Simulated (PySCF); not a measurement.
# Cl2O2Rh ([RhCl2O2]2-): the cost of one run

Computed with PySCF 2.14.0 and routines of our own; the level stands in each step. Atoms count from 0.

## 1. The system as given

5 atoms, charge -2, states of the metal's open shell are computed; geometry from: model geometry, bond lengths from ionic radii.

## 2. Ligand-field states: state-averaged CASSCF in water

Job settings and geometry (Å):

```
{"job": {"kind": "lf", "basis": {"metal": "x2c-TZVPall", "ligand": "x2c-SVPall"}, "nevpt": true, "solvent": "water"}, "charge": -2, "metal": "Rh", "open_shell": "d5"}
Rh     0.000000     0.000000     0.000000
Cl     1.264397     1.264397     1.264397
Cl    -1.264397    -1.264397     1.264397
O     -1.062324     1.062324    -1.062325
O      1.062324    -1.062324    -1.062325
```

Method: state-averaged CASSCF of the metal d shell, SC-NEVPT2 on the averaged canonical orbitals, state-interaction spin-orbit coupling.

Launch:

```sh
$ OMP_NUM_THREADS=1 python lf_run.py task.json out
```

The driver reads the jobs from task.json and runs them one after another.

**Question.** How long does this first job take on 1 thread of Arm Neoverse N1, shared host, and how much memory does it need?

About 26 s, with a peak of 0.32 GiB.
